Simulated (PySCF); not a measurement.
**GeH3F (SMILES [F][GeH3]): levels of theory compared**

Aim: a comparison of 6 runs (HF/6-31G**, HF/def2-SVP, B3LYP/6-31G*, B2PLYP/def2-SVP, wB97X/def2-SVP) of GeH3F. 

Program for the calculation: PySCF 2.14.0.

## Step 1: The system as given

The species is GeH3F (5 atoms), meant as a singlet with charge 0. SMILES: `[F][GeH3]`. Geometry: relaxed at PBE0-D4/def2-TZVP.

Bond lengths: F1–Ge2 1.742 Å, Ge2–H3 1.533 Å, Ge2–H4 1.533 Å, Ge2–H5 1.533 Å. Angles: F1–Ge2–H3 106.2°, F1–Ge2–H4 106.2°, F1–Ge2–H5 106.3°, H3–Ge2–H4 112.5°, H3–Ge2–H5 112.5°, H4–Ge2–H5 112.5°.

## Step 2: Energy and forces at HF/6-31G(d,p) (spherical functions) (run 1)

File start.xyz:

```xyz
5

F     -1.046500     0.474300     1.162200
Ge     0.068200    -0.041600    -0.072800
H      1.331000    -0.512000     0.658600
H     -0.627800    -1.178000    -0.831200
H      0.325100     1.183600    -0.958100
```

File run.py:

```python
from pyscf import gto, scf

mol = gto.M(
    atom='start.xyz',
    verbose=3,
    max_memory=1860,
    charge=0,
    spin=0,
    basis='6-31g**',
)

mf = scf.RHF(mol)
mf.conv_tol = 1e-10
mf.kernel()
if not mf.converged:
    mf = mf.newton().run(mf.mo_coeff, mf.mo_occ)

energy = mf.e_tot
print('E = %.10f Eh' % energy)
grad = mf.nuc_grad_method().kernel()
mf.analyze()
```

Launch:

```bash
$ OMP_NUM_THREADS=1 python run.py
```

What it wrote:

```text
converged SCF energy = -2176.28031792126
E = -2176.2803179213 Eh
--------------- RHF gradients ---------------
         x                y                z
0 F    -0.0056438611     0.0026013099     0.0062592985
1 Ge     0.0065012025    -0.0029729489    -0.0072115830
2 H     0.0010106788    -0.0003263932     0.0016815072
3 H    -0.0015668118    -0.0012141026    -0.0002782473
4 H    -0.0003012083     0.0019121347    -0.0004509754
----------------------------------------------
**** MO energy ****
MO #1   energy= -405.282098375735  occ= 2
MO #2   energy= -52.2160690937476  occ= 2
MO #3   energy= -46.3066925569918  occ= 2
MO #4   energy= -46.3062600470332  occ= 2
MO #5   energy= -46.3062595773961  occ= 2
MO #6   energy= -26.2446423810164  occ= 2
MO #7   energy= -7.24409550318889  occ= 2
MO #8   energy= -5.22004665559616  occ= 2
MO #9   energy= -5.21797690524823  occ= 2
MO #10  energy= -5.21797646180414  occ= 2
MO #11  energy= -1.68525699353109  occ= 2
MO #12  energy= -1.67183954098854  occ= 2
MO #13  energy= -1.67183867458084  occ= 2
MO #14  energy= -1.66696573526258  occ= 2
MO #15  energy= -1.66696509905273  occ= 2
MO #16  energy= -1.51184330625533  occ= 2
MO #17  energy= -0.757838551765954 occ= 2
MO #18  energy= -0.615672049745706 occ= 2
MO #19  energy= -0.61567135904689  occ= 2
MO #20  energy= -0.594881256065884 occ= 2
MO #21  energy= -0.48219007687724  occ= 2
MO #22  energy= -0.482156751488925 occ= 2
MO #23  energy= 0.109087592294726  occ= 0
MO #24  energy= 0.178726123292481  occ= 0
MO #25  energy= 0.178759952134851  occ= 0
MO #26  energy= 0.212856378261288  occ= 0
MO #27  energy= 0.255285841072163  occ= 0
MO #28  energy= 0.319289933930998  occ= 0
MO #29  energy= 0.319307248046969  occ= 0
MO #30  energy= 0.4119010589164    occ= 0
MO #31  energy= 0.634721788343792  occ= 0
MO #32  energy= 0.634752328794371  occ= 0
MO #33  energy= 0.748116907034972  occ= 0
MO #34  energy= 0.748133163959444  occ= 0
MO #35  energy= 0.906893876248694  occ= 0
MO #36  energy= 1.24632476378581   occ= 0
MO #37  energy= 1.3565198319176    occ= 0
MO #38  energy= 1.3565734043409    occ= 0
MO #39  energy= 1.63183315476923   occ= 0
MO #40  energy= 1.6318353749952    occ= 0
MO #41  energy= 1.68711070707288   occ= 0
MO #42  energy= 2.09033245015638   occ= 0
MO #43  energy= 2.16774940121522   occ= 0
MO #44  energy= 2.16775601087713   occ= 0
MO #45  energy= 2.1754147096598    occ= 0
MO #46  energy= 2.17542642715863   occ= 0
MO #47  energy= 2.25371392029736   occ= 0
MO #48  energy= 2.40262949484254   occ= 0
MO #49  energy= 2.46910308153354   occ= 0
MO #50  energy= 2.46922266562008   occ= 0
MO #51  energy= 2.60205914628022   occ= 0
MO #52  energy= 2.6020985064508    occ= 0
MO #53  energy= 2.71726066231835   occ= 0
MO #54  energy= 2.82589922039533   occ= 0
MO #55  energy= 2.95748832783152   occ= 0
MO #56  energy= 2.95752992537364   occ= 0
MO #57  energy= 3.83289749987281   occ= 0
MO #58  energy= 3.83291047454607   occ= 0
MO #59  energy= 3.92506025072903   occ= 0
MO #60  energy= 3.92508009010597   occ= 0
MO #61  energy= 4.01477262286045   occ= 0
 ** Mulliken atomic charges  **
charge of    0F =     -0.55498
charge of    1Ge =      0.85162
charge of    2H =     -0.09889
charge of    3H =     -0.09888
charge of    4H =     -0.09886
Dipole moment(X, Y, Z, Debye):  1.57943, -0.73043, -1.75027
```

Wall time 12 s (1 thread of Intel Xeon at 2.50GHz (Skylake/Cascade Lake), shared host); peak memory 0.14 GiB.

## Step 3: Energy and forces at HF/def2-SVP (run 2)

File calc.py:

```python
from pyscf import gto, scf

molecule = gto.M(
    atom='''
F     -1.046500     0.474300     1.162200
Ge     0.068200    -0.041600    -0.072800
H      1.331000    -0.512000     0.658600
H     -0.627800    -1.178000    -0.831200
H      0.325100     1.183600    -0.958100
''',
    charge=0,
    basis='def2-svp',
    max_memory=1860,
    spin=0,
    verbose=3,
)

calc0 = scf.RHF(molecule)
calc0.conv_tol = 1e-10
calc0.kernel()
if not calc0.converged:
    calc0 = calc0.newton().run(calc0.mo_coeff, calc0.mo_occ)

energy = calc0.e_tot
print('Final energy', energy)
grad = calc0.nuc_grad_method().kernel()
dip = calc0.dip_moment()
pop, q = calc0.mulliken_pop()
```

Launch:

```bash
$ OMP_NUM_THREADS=1 python calc.py
```

What it wrote:

```text
converged SCF energy = -2176.22873396708
Final energy -2176.2287339670784
--------------- RHF gradients ---------------
         x                y                z
0 F    -0.0044680561     0.0020572240     0.0049565424
1 Ge     0.0037665989    -0.0017074866    -0.0041818979
2 H     0.0020796687    -0.0007576982     0.0016816225
3 H    -0.0015868095    -0.0020156174    -0.0011064172
4 H     0.0002085979     0.0024235782    -0.0013498497
----------------------------------------------
Dipole moment(X, Y, Z, Debye):  1.59809, -0.73905, -1.77097
 ** Mulliken pop  **
pop of  0 F 1s            1.99155
pop of  0 F 2s            1.10803
pop of  0 F 3s            0.85533
pop of  0 F 2px           1.09625
pop of  0 F 2py           1.14326
pop of  0 F 2pz           1.08262
pop of  0 F 3px           0.75145
pop of  0 F 3py           0.77231
pop of  0 F 3pz           0.74541
pop of  0 F 3dxy          0.00057
pop of  0 F 3dyz          0.00068
pop of  0 F 3dz^2         0.00081
pop of  0 F 3dxz          0.00155
pop of  0 F 3dx2-y2       0.00053
pop of  1 Ge 1s           1.99992
pop of  1 Ge 2s           1.99974
pop of  1 Ge 3s           1.99526
pop of  1 Ge 4s           0.98333
pop of  1 Ge 5s           0.12034
pop of  1 Ge 2px          1.99904
pop of  1 Ge 2py          1.99909
pop of  1 Ge 2pz          1.99903
pop of  1 Ge 3px          1.99415
pop of  1 Ge 3py          1.99469
pop of  1 Ge 3pz          1.99400
pop of  1 Ge 4px          0.38737
pop of  1 Ge 4py          0.45672
pop of  1 Ge 4pz          0.36731
pop of  1 Ge 5px          0.16979
pop of  1 Ge 5py          0.23494
pop of  1 Ge 5pz          0.15093
pop of  1 Ge 3dxy         1.63184
pop of  1 Ge 3dyz         1.63469
pop of  1 Ge 3dz^2        1.63113
pop of  1 Ge 3dxz         1.63502
pop of  1 Ge 3dx2-y2      1.63197
pop of  1 Ge 4dxy         0.35981
pop of  1 Ge 4dyz         0.36005
pop of  1 Ge 4dz^2        0.35883
pop of  1 Ge 4dxz         0.36096
pop of  1 Ge 4dx2-y2      0.35973
pop of  1 Ge 5dxy         0.04242
pop of  1 Ge 5dyz         0.06541
pop of  1 Ge 5dz^2        0.03750
pop of  1 Ge 5dxz         0.04286
pop of  1 Ge 5dx2-y2      0.04506
pop of  2 H 1s            0.72484
pop of  2 H 2s            0.39868
pop of  2 H 2px           0.00750
pop of  2 H 2py           0.00164
pop of  2 H 2pz           0.00293
pop of  3 H 1s            0.72482
pop of  3 H 2s            0.39869
pop of  3 H 2px           0.00274
pop of  3 H 2py           0.00635
pop of  3 H 2pz           0.00298
pop of  4 H 1s            0.72482
pop of  4 H 2s            0.39866
pop of  4 H 2px           0.00082
pop of  4 H 2py           0.00736
pop of  4 H 2pz           0.00389
 ** Mulliken atomic charges  **
charge of    0F =     -0.55034
charge of    1Ge =      0.95705
charge of    2H =     -0.13559
charge of    3H =     -0.13557
charge of    4H =     -0.13555
```

Wall time 7.6 s (1 thread of Intel Xeon at 2.50GHz (Skylake/Cascade Lake), shared host); peak memory 0.13 GiB.

## Step 4: Energy and forces at B3LYP/6-31G(d) (spherical functions) (run 3)

File calc.py:

```python
from pyscf import gto, dft

system = gto.Mole()
system.atom = '''
F       -1.046500       0.474300       1.162200
Ge       0.068200      -0.041600      -0.072800
H        1.331000      -0.512000       0.658600
H       -0.627800      -1.178000      -0.831200
H        0.325100       1.183600      -0.958100
'''
system.verbose = 3
system.basis = '6-31g*'
system.max_memory = 1860
system.build()

calc0 = dft.RKS(system, xc='b3lyp')
calc0.grids.level = 5
calc0.conv_tol = 1e-10
calc0.kernel()
if not calc0.converged:
    calc0 = calc0.newton().run(calc0.mo_coeff, calc0.mo_occ)

e_tot = calc0.e_tot
print('E = %.10f Eh' % e_tot)
grad = calc0.nuc_grad_method().kernel()
dip = calc0.dip_moment()
pop, q = calc0.mulliken_pop()
```

Launch:

```bash
$ OMP_NUM_THREADS=1 python calc.py
```

What it wrote:

```text
converged SCF energy = -2178.41865370161
E = -2178.4186537016 Eh
--------------- RKS gradients ---------------
         x                y                z
0 F     0.0039106069    -0.0018176798    -0.0043039473
1 Ge     0.0007991209    -0.0003386555    -0.0008906935
2 H    -0.0040521874     0.0015817168    -0.0008652566
3 H     0.0008686583     0.0032443771     0.0028777070
4 H    -0.0015146328    -0.0026732259     0.0031925494
----------------------------------------------
Dipole moment(X, Y, Z, Debye):  1.33290, -0.61644, -1.47705
 ** Mulliken pop  **
pop of  0 F 1s            1.99720
pop of  0 F 2s            0.92757
pop of  0 F 3s            1.03983
pop of  0 F 2px           1.08632
pop of  0 F 2py           1.13875
pop of  0 F 2pz           1.07113
pop of  0 F 3px           0.70472
pop of  0 F 3py           0.74373
pop of  0 F 3pz           0.69342
pop of  0 F 3dxy          0.00146
pop of  0 F 3dyz          0.00172
pop of  0 F 3dz^2         0.00211
pop of  0 F 3dxz          0.00397
pop of  0 F 3dx2-y2       0.00137
pop of  1 Ge 1s           1.99996
pop of  1 Ge 2s           1.99951
pop of  1 Ge 3s           1.99893
pop of  1 Ge 4s           1.24710
pop of  1 Ge 5s           0.07898
pop of  1 Ge 2px          1.99971
pop of  1 Ge 2py          1.99974
pop of  1 Ge 2pz          1.99970
pop of  1 Ge 3px          1.99620
pop of  1 Ge 3py          1.99638
pop of  1 Ge 3pz          1.99615
pop of  1 Ge 4px          0.62614
pop of  1 Ge 4py          0.74999
pop of  1 Ge 4pz          0.59030
pop of  1 Ge 5px          0.05263
pop of  1 Ge 5py          0.08422
pop of  1 Ge 5pz          0.04347
pop of  1 Ge 3dxy         1.37079
pop of  1 Ge 3dyz         1.37370
pop of  1 Ge 3dz^2        1.37044
pop of  1 Ge 3dxz         1.37338
pop of  1 Ge 3dx2-y2      1.37098
pop of  1 Ge 4dxy         0.58803
pop of  1 Ge 4dyz         0.58695
pop of  1 Ge 4dz^2        0.58884
pop of  1 Ge 4dxz         0.58757
pop of  1 Ge 4dx2-y2      0.58796
pop of  1 Ge 5dxy         0.07781
pop of  1 Ge 5dyz         0.10456
pop of  1 Ge 5dz^2        0.06919
pop of  1 Ge 5dxz         0.07782
pop of  1 Ge 5dx2-y2      0.08078
pop of  2 H 1s            0.48943
pop of  2 H 2s            0.48351
pop of  3 H 1s            0.48942
pop of  3 H 2s            0.48352
pop of  4 H 1s            0.48942
pop of  4 H 2s            0.48349
 ** Mulliken atomic charges  **
charge of    0F =     -0.41329
charge of    1Ge =      0.33209
charge of    2H =      0.02706
charge of    3H =      0.02706
charge of    4H =      0.02709
```

Run time: 26 s. Hardware: 1 thread of Intel Xeon at 2.50GHz (Skylake/Cascade Lake), shared host; peak memory 0.53 GiB.

Runs 4 to 5 aren't shown in full; the table further down has their settings and results.

## Step 5: Energy and gradient at wB97X/def2-SVP (run 6)

File calc.py:

```python
import pyscf.grad
from pyscf import gto, dft

system = gto.M(
    atom='''
F     -1.977598     0.896297     2.196240
Ge     0.128879    -0.078613    -0.137572
H      2.515225    -0.967540     1.244574
H     -1.186370    -2.226097    -1.570740
H      0.614350     2.236680    -1.810547
''',
    basis='def2-svp',
    max_memory=1860,
    verbose=3,
    unit='bohr',
    spin=0,
)

myscf = dft.RKS(system, xc='wb97x')
myscf.conv_tol = 1e-10
myscf.grids.level = 5
myscf.kernel()
if not myscf.converged:
    myscf = myscf.newton().run(myscf.mo_coeff, myscf.mo_occ)

etot = myscf.e_tot
print('E(%s) = %.9f' % ('WB97X', etot))
grad = myscf.Gradients().kernel()
dip = myscf.dip_moment()
pop, q = myscf.mulliken_pop()
```

Launch:

```bash
$ OMP_NUM_THREADS=1 python calc.py
```

What it wrote:

```text
converged SCF energy = -2178.34645598642
E(WB97X) = -2178.346455986
--------------- RKS gradients ---------------
         x                y                z
0 F     0.0013504329    -0.0006307765    -0.0014522070
1 Ge    -0.0003392439     0.0001863484     0.0003673944
2 H     0.0001961702    -0.0000432212     0.0008365892
3 H    -0.0007741194    -0.0003829604     0.0000974086
4 H    -0.0002925476     0.0008058598     0.0000310284
----------------------------------------------
Dipole moment(X, Y, Z, Debye):  1.38388, -0.64000, -1.53357
 ** Mulliken pop  **
pop of  0 F 1s            1.99014
pop of  0 F 2s            1.11792
pop of  0 F 3s            0.82167
pop of  0 F 2px           1.09941
pop of  0 F 2py           1.14748
pop of  0 F 2pz           1.08548
pop of  0 F 3px           0.70593
pop of  0 F 3py           0.73828
pop of  0 F 3pz           0.69657
pop of  0 F 3dxy          0.00056
pop of  0 F 3dyz          0.00067
pop of  0 F 3dz^2         0.00082
pop of  0 F 3dxz          0.00148
pop of  0 F 3dx2-y2       0.00053
pop of  1 Ge 1s           1.99992
pop of  1 Ge 2s           1.99953
pop of  1 Ge 3s           1.99272
pop of  1 Ge 4s           1.11063
pop of  1 Ge 5s           0.12409
pop of  1 Ge 2px          1.99892
pop of  1 Ge 2py          1.99897
pop of  1 Ge 2pz          1.99890
pop of  1 Ge 3px          1.99189
pop of  1 Ge 3py          1.99245
pop of  1 Ge 3pz          1.99173
pop of  1 Ge 4px          0.42670
pop of  1 Ge 4py          0.49237
pop of  1 Ge 4pz          0.40770
pop of  1 Ge 5px          0.18605
pop of  1 Ge 5py          0.25342
pop of  1 Ge 5pz          0.16655
pop of  1 Ge 3dxy         1.61840
pop of  1 Ge 3dyz         1.62145
pop of  1 Ge 3dz^2        1.61793
pop of  1 Ge 3dxz         1.62129
pop of  1 Ge 3dx2-y2      1.61859
pop of  1 Ge 4dxy         0.36359
pop of  1 Ge 4dyz         0.36373
pop of  1 Ge 4dz^2        0.36295
pop of  1 Ge 4dxz         0.36483
pop of  1 Ge 4dx2-y2      0.36350
pop of  1 Ge 5dxy         0.04843
pop of  1 Ge 5dyz         0.06553
pop of  1 Ge 5dz^2        0.05250
pop of  1 Ge 5dxz         0.04725
pop of  1 Ge 5dx2-y2      0.05080
pop of  2 H 1s            0.71742
pop of  2 H 2s            0.36508
pop of  2 H 2px           0.00651
pop of  2 H 2py           0.00161
pop of  2 H 2pz           0.00264
pop of  3 H 1s            0.71740
pop of  3 H 2s            0.36509
pop of  3 H 2px           0.00249
pop of  3 H 2py           0.00558
pop of  3 H 2pz           0.00269
pop of  4 H 1s            0.71741
pop of  4 H 2s            0.36507
pop of  4 H 2px           0.00087
pop of  4 H 2py           0.00643
pop of  4 H 2pz           0.00346
 ** Mulliken atomic charges  **
charge of    0F =     -0.40694
charge of    1Ge =      0.68670
charge of    2H =     -0.09327
charge of    3H =     -0.09325
charge of    4H =     -0.09324
```

It took 35 s on 1 thread of Intel Xeon at 2.50GHz (Skylake/Cascade Lake), shared host; peak memory 0.61 GiB.

## Step 6: Overview of the runs

| run | level | integration grid | Cartesian functions | energy (Eh) | dipole moment (D) | HOMO energy (eV) | LUMO energy (eV) | wall time |
| --- | --- | --- | --- | --- | --- | --- | --- | --- |
| 1 | HF/6-31G** (spherical functions) | – | no | -2176.280318 | 2.47 | -13.12 | 2.97 | 12 s |
| 2 | HF/def2-SVP | – | no | -2176.228734 | 2.50 | -13.24 | 3.36 | 7.6 s |
| 3 | B3LYP/6-31G* (spherical functions) | 5 | no | -2178.418654 | 2.08 | -9.16 | -0.22 | 26 s |
| 4 | B3LYP/6-31G* (Cartesian functions) | 5 | yes | -2178.425504 | 2.08 | -9.16 | -0.25 | 28 s |
| 5 | B2PLYP/def2-SVP | 5 | no | -2177.869236 | 2.29 | -10.98 | 1.31 | 16 s |
| 6 | wB97X/def2-SVP | 5 | no | -2178.346456 | 2.16 | -11.98 | 2.29 | 35 s |

## Step 7: Results

| quantity | value |
| --- | --- |
| run 6: total energy | -2178.34646 Eh |
| run 6: dipole moment | 2.16 D |
| run 6: HOMO energy | -11.98 eV |
| run 6: LUMO energy | 2.29 eV |
| run 6: HOMO–LUMO gap | 14.28 eV |
| run 6: largest force on an atom | 0.107 eV/Å |

What this shows: The dipole moment (its size) runs from 2.08 D (B3LYP/6-31G*) to 2.50 D (HF/def2-SVP). The two ends differ in method and basis. The HOMO–LUMO gap runs from 8.91 eV (B3LYP/6-31G*) to 16.60 eV (HF/def2-SVP). Totals of different functionals can't be ranked against each other. All runs together took 2.1 min, the longest 35 s.
